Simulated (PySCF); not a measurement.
# C5H8BF: runs on many settings

Aim: see how C5H8BF (`B/C=C(C)/C=C\F`) answers to the choice of functional, basis, grid and SCF options, and what happens with inputs that are wrong on purpose.

Programs: PySCF 2.14.0, with density-fitted response routines of our own. Each step states its level of theory. These are calculated values for one molecule in the gas phase, unless marked as measured. Atoms count from 0, in the outputs and in this text.

## Step 1: The molecule as given

15 atoms, charge 0, multiplicity 1; geometry from: GFN2-xTB.

Bonds of the start (Å): B0–C1 1.53, C1–C2 1.36, C2–C3 1.49, C2–C4 1.45, C4–C5 1.33, C5–F6 1.34, B0–H7 1.17, B0–H8 1.17, C1–H9 1.09, C3–H10 1.09, C3–H11 1.09, C3–H12 1.08, C4–H13 1.08, C5–H14 1.08.

## Step 2: Nuclear shieldings: PBE0/pcSseg-1

The job: settings as JSON, then the geometry in Å.

```
{"job": {"kind": "nmr", "xc": "PBE0", "basis": "pcSseg-1"}, "charge": 0, "multiplicity": 1}
B      2.549252     0.091801    -0.697169
C      1.064032     0.427007    -0.880204
C      0.011072     0.080753    -0.096781
C      0.131152    -0.750618     1.137345
C     -1.319355     0.525319    -0.477921
C     -2.489186     0.260434     0.099934
F     -2.654253    -0.507491     1.185648
H      3.292650     0.353998    -1.563449
H      2.974652    -0.399943     0.275058
H      0.800734     1.017188    -1.754531
H     -0.307498    -0.227622     1.986308
H     -0.415458    -1.685275     1.014160
H      1.167688    -0.978314     1.356071
H     -1.372886     1.159453    -1.352340
H     -3.437012     0.641300    -0.254040
```

With the program's defaults for keys left out, this is: GIAO PBE0/pcSseg-1 NMR shielding, non-relativistic, gas phase.

Command:

```sh
$ OMP_NUM_THREADS=1 python probes_run.py task.json out
```

The driver reads the jobs from task.json and runs them one after another.

Log:

```text
coarse grid: 12568 points
cycle   1  E = -319.4455840694  dE =  7.852e-01  |g| = 5.555e-01  |ddm| = 3.422e+00
cycle   2  E = -319.3504246909  dE =  9.516e-02  |g| = 8.345e-01  |ddm| = 1.168e+00
cycle   3  E = -319.5170411999  dE = -1.666e-01  |g| = 1.280e-01  |ddm| = 8.121e-01
cycle   4  E = -319.5210412821  dE = -4.000e-03  |g| = 5.015e-02  |ddm| = 1.687e-01
cycle   5  E = -319.5215956629  dE = -5.544e-04  |g| = 1.609e-02  |ddm| = 5.513e-02
cycle   6  E = -319.5216471990  dE = -5.154e-05  |g| = 3.786e-03  |ddm| = 1.421e-02
cycle   7  E = -319.5216502480  dE = -3.049e-06  |g| = 9.426e-04  |ddm| = 2.932e-03
final grid: 121832 points
cycle   8  E = -319.5693234989  dE = -4.506e-05  |g| = 7.329e-03  |ddm| = 3.813e-02
cycle   9  E = -319.5693212602  dE =  2.239e-06  |g| = 8.286e-03  |ddm| = 1.314e-02
cycle  10  E = -319.5693372133  dE = -1.595e-05  |g| = 1.314e-03  |ddm| = 7.130e-03
cycle  11  E = -319.5693375174  dE = -3.041e-07  |g| = 3.022e-04  |ddm| = 1.258e-03
cycle  12  E = -319.5693375346  dE = -1.722e-08  |g| = 1.263e-04  |ddm| = 3.104e-04
cycle  13  E = -319.5693375382  dE = -3.622e-09  |g| = 3.136e-05  |ddm| = 1.282e-04
cycle  14  E = -319.5693375385  dE = -2.302e-10  |g| = 9.925e-06  |ddm| = 3.711e-05
converged SCF energy = -319.5693375385

GIAO shielding tensors (ppm)
atom      isotropic    diamagn.    paramagn.     s11        s22        s33       span
  0 B       34.148     192.657    -158.508    -21.537    -12.551    136.533    158.071
  1 C       42.392     252.334    -209.941    -62.654     35.801    154.030    216.684
  2 C       15.155     258.568    -243.414    -97.216    -14.269    156.949    254.165
  3 C      164.374     247.721     -83.347    149.132    165.113    178.877     29.746
  4 C       61.786     257.382    -195.596    -35.660     92.779    128.238    163.899
  5 C       22.714     245.507    -222.793    -62.349     53.275     77.217    139.566
  6 F      267.946     476.311    -208.365    155.058    214.540    434.241    279.183
  7 H       24.896      29.452      -4.556     20.233     26.882     27.572      7.339
  8 H       24.454      30.616      -6.162     17.471     26.991     28.902     11.431
  9 H       24.700      32.626      -7.926     20.905     23.872     29.324      8.420
 10 H       29.411      30.125      -0.715     25.239     29.031     33.962      8.723
 11 H       29.411      29.985      -0.574     25.467     28.716     34.049      8.582
 12 H       28.401      31.124      -2.723     23.431     27.536     34.237     10.806
 13 H       26.005      32.971      -6.966     24.257     25.171     28.587      4.330
 14 H       24.713      27.490      -2.776     21.455     25.678     27.006      5.551
```

Wall time 57 s (1 thread, shared host).

Shifts follow as δ = σ(reference) − σ, with reference shieldings (ppm) from runs at the same level and on the same kind of geometry: 1H TMS 31.72, 13C TMS 186.9, 19F CFCl3 170.9, 11B BF3·OEt2 100.1. The references are single molecules in the gas phase, so shifts against H2O, NH3, PH3, H3PO4 or CFCl3 are not on the usual liquid scales and can be off by tens of ppm. Atoms listed in one row are averaged.

```tsv
atoms	environment	σ (ppm)	δ (ppm)	δ scaled to CDCl3
C2	fully substituted alkene carbon	15.2	171.8	165.7
C5	alkene CH	22.7	164.2	158.4
C1	alkene CH	42.4	144.5	139.1
C4	alkene CH	61.8	125.1	120.2
C3	allylic methyl carbon	164.4	22.6	20.1
H7, H8	hydrogen on a boron bonded to C	24.68	7.04	–
H9	hydrogen on an alkene CH	24.70	7.02	6.72
H14	hydrogen on an alkene CH	24.71	7.00	6.71
H13	hydrogen on an alkene CH	26.01	5.71	5.49
H10, H11, H12	hydrogen on an allylic methyl carbon	29.07	2.64	2.60
B0	boron bonded to C, 2 H	34.1	65.9	–
F6	vinylic fluorine	267.9	-97.0	–
```

The scaled column applies a straight-line fit of computed shieldings to shifts measured in CDCl3, and one for carbons that bear F (root-mean-square error 0.16 ppm for H, 1.9 ppm for C).

The run also stored atomic charges by several schemes (e):

```tsv
atoms	Mulliken	IAO	Hirshfeld	ESP fit
B0	0.18	-0.02	0.11	0.39
C1	-0.25	-0.30	-0.13	-0.58
C2	-0.31	0.10	0.05	0.67
C3	-0.13	-0.43	-0.12	-0.79
C4	-0.18	-0.21	-0.07	-0.65
C5	0.29	0.16	0.06	0.25
F6	-0.26	-0.26	-0.06	-0.17
```

Mayer bond orders: B0–C1 1.11, C1–C2 1.69, C2–C3 1.09, C2–C4 1.11, C4–C5 1.79, C5–F6 0.97.

## Step 3: Excited states and response: PBE0/def2-SVPD

The job, as its differences from that of step 2:

```diff
@@ -1,2 +1,2 @@
-{"job": {"kind": "nmr", "xc": "PBE0", "basis": "pcSseg-1"}, "charge": 0, "multiplicity": 1}
+{"job": {"kind": "uv", "xc": "PBE0", "basis": "def2-SVPD", "nstates": 6, "ntriplets": 2}, "charge": 0, "multiplicity": 1}
 B      2.549252     0.091801    -0.697169
```

Level: TDDFT PBE0/def2-SVPD, vertical, gas phase, core orbitals frozen in the response.

Log:

```text
coarse grid: 12568 points
cycle   1  E = -319.2647696106  dE =  7.270e-01  |g| = 5.286e-01  |ddm| = 9.083e+00
cycle   2  E = -319.1688242965  dE =  9.595e-02  |g| = 8.058e-01  |ddm| = 2.517e+00
cycle   3  E = -319.3331756539  dE = -1.644e-01  |g| = 1.214e-01  |ddm| = 1.573e+00
cycle   4  E = -319.3368517639  dE = -3.676e-03  |g| = 4.989e-02  |ddm| = 3.509e-01
cycle   5  E = -319.3374207751  dE = -5.690e-04  |g| = 1.601e-02  |ddm| = 1.052e-01
cycle   6  E = -319.3374734843  dE = -5.271e-05  |g| = 3.795e-03  |ddm| = 4.217e-02
cycle   7  E = -319.3374766997  dE = -3.215e-06  |g| = 9.210e-04  |ddm| = 7.582e-03
final grid: 121832 points
cycle   8  E = -319.3852228327  dE = -4.526e-05  |g| = 7.146e-03  |ddm| = 2.141e-01
cycle   9  E = -319.3852199801  dE =  2.853e-06  |g| = 8.261e-03  |ddm| = 5.203e-02
cycle  10  E = -319.3852360461  dE = -1.607e-05  |g| = 1.265e-03  |ddm| = 2.066e-02
cycle  11  E = -319.3852363521  dE = -3.060e-07  |g| = 2.840e-04  |ddm| = 2.549e-03
cycle  12  E = -319.3852363678  dE = -1.567e-08  |g| = 1.224e-04  |ddm| = 7.799e-04
cycle  13  E = -319.3852363713  dE = -3.492e-09  |g| = 3.354e-05  |ddm| = 3.133e-04
cycle  14  E = -319.3852363716  dE = -2.694e-10  |g| = 1.050e-05  |ddm| = 1.025e-04
converged SCF energy = -319.3852363716

Static polarisability (au): isotropic 86.380, principal 50.904 71.997 136.239

Singlet excitations
state   eV       nm        f      main configurations
  1   4.5397    273.1   0.57210   H->L 0.95
  2   5.0203    247.0   0.02059   H-1->L 0.94
  3   5.3922    229.9   0.00275   H-3->L 0.81, H-2->L 0.16
  4   6.0246    205.8   0.01545   H-2->L 0.74, H-3->L 0.16
  5   6.5248    190.0   0.00390   H->L+2 0.89, H->L+1 0.08
  6   6.5903    188.1   0.00021   H-4->L 0.96

Triplet excitations (Tamm-Dancoff, eV): 2.5918 4.4694
```

Wall time 78 s (1 thread, shared host).

The orbitals next to the gap, with their largest atomic shares:

```tsv
orbital	eV	atoms
HOMO−3	-9.38	B0 31 %, C1 19 %, H7 19 %
HOMO−2	-9.21	C4 24 %, C2 17 %, C1 13 %
HOMO−1	-8.92	B0 33 %, H8 21 %, C1 15 %
HOMO	-7.17	C1 27 %, C5 17 %, C2 16 %
LUMO	-2.33	B0 27 %, C2 18 %, C1 16 %
LUMO+1	0.40	B0 22 %, C4 20 %, C5 20 %
LUMO+2	0.54	C5 22 %, C4 16 %, B0 12 %
```

With each of the 6 states as a Gaussian band of 0.4 eV half-width at 1/e, the curve within the window shown has maxima at 273 nm (ε 23,000), 205 nm (ε 670) L/(mol cm). Beyond the last state computed it falls off for lack of states. The curve at chosen wavelengths:

```tsv
nm	ε (L/mol/cm)
180	79
185	172
191	323
196	482
201	625
207	663
212	568
218	433
223	425
228	609
234	1267
239	2454
244	4549
250	8508
255	12775
260	17215
266	21471
271	23218
276	23000
282	20490
287	17214
293	12856
298	9478
303	6648
309	4098
314	2623
```

Further results of this job:

```tsv
property	computed
dipole moment (D)	2.19
polarisability (Å³)	12.80
HOMO–LUMO gap (eV)	4.84
−ε(HOMO) (eV)	7.17
```

## Step 4: Ultraviolet spectrum: KT2/def2-SVPD

The job, as its differences from that of step 3:

```diff
@@ -1,2 +1,2 @@
-{"job": {"kind": "uv", "xc": "PBE0", "basis": "def2-SVPD", "nstates": 6, "ntriplets": 2}, "charge": 0, "multiplicity": 1}
+{"job": {"kind": "uv", "xc": "KT2", "basis": "def2-SVPD", "nstates": 6, "ntriplets": 5, "tda": false, "scf": {"max_cycle": 1}}, "charge": 1, "multiplicity": 1}
 B      2.549252     0.091801    -0.697169
```

Method: KT2/def2-SVPD.

Log:

```text
RuntimeError: Electron number 51 and spin 0 are not consistent
Note mol.spin = 2S = Nalpha - Nbeta, not 2S+1
```

**What went wrong.** Charge and multiplicity don't fit the number of electrons: an even count needs an odd multiplicity, and the reverse. The remedy is to mend the charge or the multiplicity.

## Step 5: Shielding tensors: B3LYP/pcSseg-1

The job, as its differences from that of step 4:

```diff
@@ -1,2 +1,2 @@
-{"job": {"kind": "uv", "xc": "KT2", "basis": "def2-SVPD", "nstates": 6, "ntriplets": 5, "tda": false, "scf": {"max_cycle": 1}}, "charge": 1, "multiplicity": 1}
+{"job": {"kind": "nmr", "xc": "B3LYP", "basis": "pcSseg-1", "pop": true, "scf": {"aux": "def2-qzvpp-jkfit", "guess": "vsap"}}, "charge": 0, "multiplicity": 1}
 B      2.549252     0.091801    -0.697169
```

With the program's defaults for keys left out, this is: GIAO B3LYP/pcSseg-1 NMR shielding, non-relativistic, gas phase.

Log:

```text
final grid: 121832 points
cycle   1  E = -313.9778078077  dE =  4.676e+00  |g| = 3.702e+00  |ddm| = 1.798e+01
cycle   2  E = -266.2815602980  dE =  4.770e+01  |g| = 1.104e+01  |ddm| = 2.039e+01
cycle   3  E = -315.2437352062  dE = -4.896e+01  |g| = 3.540e+00  |ddm| = 9.796e+00
cycle   4  E = -319.2603372361  dE = -4.017e+00  |g| = 1.872e+00  |ddm| = 3.351e+00
cycle   5  E = -319.9252299339  dE = -6.649e-01  |g| = 4.069e-01  |ddm| = 1.443e+00
cycle   6  E = -319.9537944579  dE = -2.856e-02  |g| = 1.708e-01  |ddm| = 3.655e-01
cycle   7  E = -319.9593198345  dE = -5.525e-03  |g| = 7.895e-02  |ddm| = 1.643e-01
cycle   8  E = -319.9605981712  dE = -1.278e-03  |g| = 2.331e-02  |ddm| = 8.662e-02
cycle   9  E = -319.9607624451  dE = -1.643e-04  |g| = 6.938e-03  |ddm| = 2.772e-02
cycle  10  E = -319.9607700319  dE = -7.587e-06  |g| = 4.890e-03  |ddm| = 1.071e-02
cycle  11  E = -319.9607757408  dE = -5.709e-06  |g| = 7.394e-04  |ddm| = 4.473e-03
cycle  12  E = -319.9607758594  dE = -1.186e-07  |g| = 2.732e-04  |ddm| = 7.555e-04
cycle  13  E = -319.9607758800  dE = -2.065e-08  |g| = 5.718e-05  |ddm| = 3.629e-04
cycle  14  E = -319.9607758808  dE = -8.254e-10  |g| = 2.538e-05  |ddm| = 7.370e-05
converged SCF energy = -319.9607758808

GIAO shielding tensors (ppm)
atom      isotropic    diamagn.    paramagn.     s11        s22        s33       span
  0 B       31.666     192.406    -160.741    -23.530    -13.985    132.512    156.042
  1 C       36.343     251.595    -215.252    -70.188     31.117    148.100    218.289
  2 C        8.538     257.828    -249.290   -103.954    -21.959    151.527    255.481
  3 C      159.225     247.580     -88.356    144.168    159.577    173.928     29.760
  4 C       55.477     256.862    -201.385    -43.048     87.651    121.828    164.876
  5 C       16.733     245.440    -228.707    -68.029     47.302     70.926    138.955
  6 F      263.794     477.340    -213.546    153.427    210.193    427.764    274.337
  7 H       25.227      29.738      -4.511     20.654     27.202     27.825      7.171
  8 H       24.779      30.994      -6.216     17.955     27.234     29.147     11.192
  9 H       24.939      32.779      -7.840     21.111     24.204     29.502      8.391
 10 H       29.527      30.360      -0.833     25.498     29.267     33.816      8.318
 11 H       29.527      30.230      -0.703     25.727     28.953     33.900      8.173
 12 H       28.544      31.344      -2.800     23.710     27.835     34.087     10.377
 13 H       26.233      33.220      -6.988     24.575     25.221     28.901      4.325
 14 H       24.849      27.619      -2.770     21.648     25.630     27.269      5.621
```

It took 66 s on 1 thread, shared host.

Key values: δ C2 173.4, C5 165.2, C1 145.6, C4 126.4, H14 6.98, H9 6.89 ppm.

## Step 6: Shielding tensors: PBE0/IGLO-II

The job: settings as JSON, then the geometry in Å.

```
{"job": {"kind": "nmr", "xc": "PBE0", "basis": "IGLO-II", "pop": false, "scf": {"max_cycle": 66}}, "charge": 0, "multiplicity": 1}
B      2.625730     0.094555    -0.718084
C      1.095953     0.439817    -0.906610
C      0.011404     0.083176    -0.099684
C      0.135087    -0.773137     1.171465
C     -1.358936     0.541079    -0.492259
C     -2.563862     0.268247     0.102932
F     -2.733881    -0.522716     1.221217
H      3.391430     0.364618    -1.610352
H      3.063892    -0.411941     0.283310
H      0.824756     1.047704    -1.807167
H     -0.316723    -0.234451     2.045897
H     -0.427922    -1.735833     1.044585
H      1.202719    -1.007663     1.396753
H     -1.414073     1.194237    -1.392910
H     -3.540122     0.660539    -0.261661
```

Method: GIAO PBE0/IGLO-II NMR shielding, non-relativistic, gas phase.

Log:

```text
final grid: 121832 points
cycle   1  E = -319.6034006028  dE =  3.818e-01  |g| = 5.675e-01  |ddm| = 2.957e+00
cycle   2  E = -319.4789962344  dE =  1.244e-01  |g| = 9.354e-01  |ddm| = 9.835e-01
cycle   3  E = -319.6737093352  dE = -1.947e-01  |g| = 1.173e-01  |ddm| = 6.716e-01
cycle   4  E = -319.6764349931  dE = -2.726e-03  |g| = 6.783e-02  |ddm| = 1.404e-01
cycle   5  E = -319.6775200711  dE = -1.085e-03  |g| = 1.800e-02  |ddm| = 5.745e-02
cycle   6  E = -319.6775866532  dE = -6.658e-05  |g| = 3.895e-03  |ddm| = 1.262e-02
cycle   7  E = -319.6775898829  dE = -3.230e-06  |g| = 1.003e-03  |ddm| = 2.625e-03
cycle   8  E = -319.6775901164  dE = -2.335e-07  |g| = 4.503e-04  |ddm| = 1.082e-03
cycle   9  E = -319.6775901646  dE = -4.823e-08  |g| = 2.075e-04  |ddm| = 4.574e-04
cycle  10  E = -319.6775901755  dE = -1.088e-08  |g| = 2.686e-05  |ddm| = 1.692e-04
cycle  11  E = -319.6775901757  dE = -1.460e-10  |g| = 1.850e-05  |ddm| = 3.319e-05
converged SCF energy = -319.6775901757

GIAO shielding tensors (ppm)
atom      isotropic    diamagn.    paramagn.     s11        s22        s33       span
  0 B       34.833     193.569    -158.736    -17.168    -10.956    132.624    149.793
  1 C       36.242     249.623    -213.381    -69.123     28.891    148.959    218.082
  2 C        7.123     249.981    -242.858   -106.215    -18.406    145.990    252.205
  3 C      159.295     245.626     -86.331    143.679    158.694    175.510     31.831
  4 C       54.296     254.478    -200.182    -45.606     85.139    123.355    168.961
  5 C       17.071     245.304    -228.233    -66.906     46.793     71.325    138.231
  6 F      256.362     475.271    -218.910    132.438    233.471    403.176    270.738
  7 H       24.731      29.108      -4.376     20.381     26.612     27.200      6.819
  8 H       24.343      30.655      -6.312     17.966     26.590     28.474     10.509
  9 H       24.309      31.271      -6.961     20.550     23.608     28.769      8.218
 10 H       28.820      30.079      -1.259     24.982     28.477     33.001      8.019
 11 H       28.836      29.973      -1.137     25.208     28.196     33.104      7.896
 12 H       27.916      31.199      -3.283     23.168     27.391     33.188     10.020
 13 H       25.385      31.024      -5.640     23.846     24.224     28.083      4.237
 14 H       24.312      26.961      -2.649     21.496     24.950     26.489      4.993
```

It took 69 s on 1 thread, shared host.

All coordinates were scaled by 1.03, so these values belong to a distorted geometry and are kept out of the summary. Its HOMO lies at -7.05 eV, against -7.13 eV in step 2 (PBE0/pcSseg-1), a different level, so the two don't compare directly.

## Step 7: Side by side: NMR shifts

Shifts (ppm) of some atoms, chosen among heavy atoms and hydrogens apart, means over like atoms, with basis size and wall time:

```tsv
run	C2	C5	C1	C4	H7	H9	F6	functions	time
PBE0/pcSseg-1	171.8	164.2	144.5	125.1	7.04	7.02	-97.0	159	57 s
B3LYP/pcSseg-1	173.4	165.2	145.6	126.4	6.83	6.89	-98.3	159	66 s
```

## Step 8: Outcome

| quantity | value |
| --- | --- |
| 13C shifts against TMS (PBE0/pcSseg-1) | 171.8, 164.2, 144.5, 125.1, 22.6 ppm |
| 1H shifts against TMS (PBE0/pcSseg-1, means over atoms taken as alike) | 7.04, 7.02, 7.00, 5.71, 2.64 ppm |
| 11B shifts against BF3·OEt2 (PBE0/pcSseg-1) | 65.9 ppm |
| 19F shifts against CFCl3 (PBE0/pcSseg-1) | -97.0 ppm |
| lowest singlet (PBE0/def2-SVPD) | 4.54 eV (273 nm), f = 0.572 |
| lowest triplet | 2.59 eV |
| range of the shift of C2 | 171.8 to 173.4 ppm |
| property runs in this session | 5, of which 1 failed and 1 gave unsound results |

What this shows: Single values in the summary come from the first run of each kind that ended normally (PBE0/pcSseg-1; PBE0/def2-SVPD), which need not be the best level. At PBE0/pcSseg-1: The widest tensor belongs to F6: span 279 ppm, with a paramagnetic part of -208 ppm. The lowest singlet, at 4.54 eV, is HOMO→LUMO 0.95 and is bright. The lowest triplet lies 1.95 eV below the lowest singlet (triplets in Tamm-Dancoff, singlets in full TDDFT). In ppm, C2 moves most: its shift spreads over 1.6 ppm, from 171.8 (PBE0/pcSseg-1) to 173.4 (B3LYP/pcSseg-1).
